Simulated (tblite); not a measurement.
# C5H8AsNO2: the cost of one run

The runs use tblite 0.8.0 and PySCF 2.14.0, with density-fitted response routines of our own; the level of theory stands in each step. All values are computed, except where a source is named. Atoms count from 0, in the outputs and in this text.

## Step 1: Starting geometry

17 atoms, charge 0, multiplicity 1; geometry from: force field or distance geometry start.

Bonds of the start (Å): N0–C1 1.42, C1–O2 1.25, C1–C3 1.50, C3–As4 1.99, As4–C5 1.95, C5–C6 1.52, C6–O7 1.22, C6–C8 1.52, C8–As4 1.94, N0–H9 1.05, N0–H10 1.05, C3–H11 1.10, C3–H12 1.13, C5–H13 1.12, C5–H14 1.11, C8–H15 1.11, C8–H16 1.12.

## Step 2: Optimising the geometry with GFN2-xTB

What the job is given:

```
{"job": {"kind": "relax", "xc": "GFN2-xTB", "basis": "xTB"}, "charge": 0, "multiplicity": 1}
N     -3.076200    -0.641000    -0.765000
C     -2.000500     0.279700    -0.902600
O     -1.911300     1.016200    -1.902800
C     -0.921700     0.328000     0.136500
As     0.363800    -1.155800    -0.162400
C      1.547300    -0.085600    -1.280700
C      2.510400     0.482900    -0.249000
O      3.470000     1.243700    -0.270900
C      1.797900    -0.307200     0.839600
H     -3.152500    -1.279200     0.062900
H     -3.830900    -0.680600    -1.498100
H     -0.417100     1.305500     0.124000
H     -1.376200     0.193000     1.161600
H      2.104600    -0.730100    -2.000000
H      1.011200     0.734700    -1.810400
H      2.469500    -1.066000     1.285800
H      1.404800     0.373700     1.633500
```

The run is started by

```
OMP_NUM_THREADS=1 python probes_run.py task.json out
```

The driver reads the jobs from task.json and runs them one after another.

Q: Estimate the wall time and peak memory of this first job on 1 thread of Arm Neoverse N1, shared host.

About 2.6 s, with a peak of 0.18 GiB.
